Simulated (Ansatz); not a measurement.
# Ta: a tetragonal deformation path

The task, for Ta: follow a tetragonal deformation at fixed volume.

Method: DFT PBEsol, scalar-relativistic, plane waves, PAW, in Ansatz 0.2.0.

### Step 1. The structure to begin with

It takes space group Fm-3m (No. 225, cubic). Conventional cell: a = 4.220 Å, b = 4.220 Å, c = 4.220 Å, α = 90.00°, β = 90.00°, γ = 90.00°. Ta (site symmetry m-3m) has 12 Ta at 2.98 Å in its first shell of neighbours.

As a file:

```xyz
1
Lattice="0.0000 2.1100 2.1100 2.1100 0.0000 2.1100 2.1100 2.1100 0.0000" Properties=species:S:1:pos:R:3 pbc="T T T"
Ta    0.0000    0.0000    0.0000
```

No relaxation comes first: the listed cell is the starting point.

### Step 2. The reference cell

Reference values: F = -9806.2286 eV; pressure -5.95 GPa; largest force 0.000 eV/Å; gap on the mesh none (metal). It was computed beforehand with the settings of the runs below.

### Step 3. Next: a tetragonal deformation path

At fixed volume and fractional coordinates, lengths along (0.000, 0.000, 1.000) are scaled against those across it; ρ is that ratio over its starting value.

### Step 4. At ρ = 0.707

Contents of input.yaml:

```yaml
crystal:
  lattice:
    - [0.0, 2.3685141521, 1.6745395056]
    - [2.3685141521, 0.0, 1.6745395056]
    - [2.3685141521, 2.3685141521, 0.0]
  atoms:
    - { symbol: Ta, position: [0.0, 0.0, 0.0] }
basis:
  ecutwfc: 420
kpoints:
  mp_grid: { grid: [22, 22, 22] }
hamiltonian:
  xc: pbesol
scf:
  occupations: { method: gaussian, width: 0.15 }
output:
  forces: true
  stress: true
  eigenvalues: true
```

On the command line:

```sh
ansatz run input.yaml --threads 1 --pin off --max-ram 2560MiB --backend cpu --events-out ev --progress --plain --runs-dir out
```

Further runs follow: point ρ = 1.414; ρ = 0.850; ρ = 1.200; ρ = 0.780; point ρ = 1.300; At ρ = 0.920; point ρ = 1.100; point ρ = 0.650; point ρ = 1.500; At ρ = 0.960; At ρ = 1.050.

What does the calculation give? Wanted: highest point.

**Answer**, as computed:

| quantity | value |
| --- | --- |
| highest point | 255.6 meV/atom at ρ = 1.500 |

**Reading.** The energy drops below the reference, by 236.1 meV/atom at ρ = 0.707; the cell was taken as given and not relaxed at this level. Further dips among the sampled points: ρ = 1.200 (-78.4 meV/atom); whether they survive relaxation was not tested. At ρ = 0.707 the cell takes another symmetry, Im-3m, -236.1 meV/atom from the start at this fixed volume. The runs treat Ta without spin-orbit coupling.
